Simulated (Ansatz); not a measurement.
Run this with Ansatz 0.2.0, Python API and show what comes out.

Script `run_plus_u.py`:
```python
'''How the states of CaOsO3 follow the Hubbard U.'''

import warnings

import ansatz as az
import numpy as np
from tabulate import tabulate


def count_gap(report):
    # lowest empty less highest filled band, counting bands; zero where they overlap
    return max(report.get('gap_by_band_count_ev') or 0.0, 0.0)


def main() -> None:
    warnings.simplefilter('ignore', az.DeckWarning)

    xtal = (
        az.Lattice.cubic(3.95216)
        .space_group(221)
        .atom('Ca', (0.0, 0.0, 0.0))
        .atom('Os', (0.5, 0.5, 0.5))
        .atom('O', (0.5, 0.5, 0.0))
    )

    calculation = xtal.calculation()
    calculation = calculation.functional('lda').basis(47 * az.Ry, density_ratio=4)
    calculation = calculation.accuracy('medium').kpoints(spacing=0.38)
    calculation = calculation.occupations(az.OccupationsMethod.FERMI_DIRAC, width=0.1).eigensolver('auto', full_accuracy=True)
    calculation = calculation.scf(max_iterations=60, extra_bands=2)
    calculation = calculation.band_table()
    rows = []
    for u in [0.0, 1.5, 3.0, 4.5, 6.0]:
        summary = calculation.hubbard('Os', 'd', u_eff=u, double_counting='amf').run(threads=1).report
        shell = summary['hubbard']['n_scf']
        rows.append((u, count_gap(summary), sum(shell) / len(shell), summary['n_iterations']))
    print(tabulate(rows, headers=['U_eff eV', 'gap by band count eV', 'Os d occupation (projector)', 'iterations'], floatfmt='.4f', tablefmt='pipe'))


if __name__ == '__main__':
    main()
```

```console
$ python run_plus_u.py
|   U_eff eV |   gap by band count eV |   Os d occupation (projector) |   iterations |
|-----------:|-----------------------:|------------------------------:|-------------:|
|     0.0000 |                 0.0000 |                        6.2000 |            9 |
|     1.5000 |                 0.0000 |                        6.1923 |           10 |
|     3.0000 |                 0.0000 |                        6.1847 |           10 |
|     4.5000 |                 0.0000 |                        6.1772 |           10 |
|     6.0000 |                 0.0000 |                        6.1700 |           10 |
```

Notes:
- The run is spin-unpolarised.
- U, its shell and the double counting are chosen to explore, and aren't derived for this compound.
- For a metal this k-point mesh is coarse: on a finer one energies can move by several to tens of meV an atom and pressures by half a GPa or more, differences at one mesh by less.
- A gap by band count of zero or less means overlapping bands, a metal.
- A Hubbard U without spin forces both spins into the same orbitals, which can open a gap or pick a state that a spin-polarised run wouldn't.
- The structure comes from a database of computed cells and needn't be a stable or known phase.
- Gaps and levels are Kohn-Sham values on a finite set of k-points, without spin-orbit coupling.
- Shell occupations and the effect of U depend on the projectors; a run with no .spin step is spin-unpolarised, and each U may end in a state that isn't the lowest.
- The script silences the warnings on its input, which a real study should read.
- It ran for 21 s on 1 thread of Intel(R) Xeon(R) Platinum 8488C (Sapphire Rapids), on a shared host, peak memory 0.46 GiB.

(A comment or docstring line of the script was reworded after the run, the code is as it ran.)
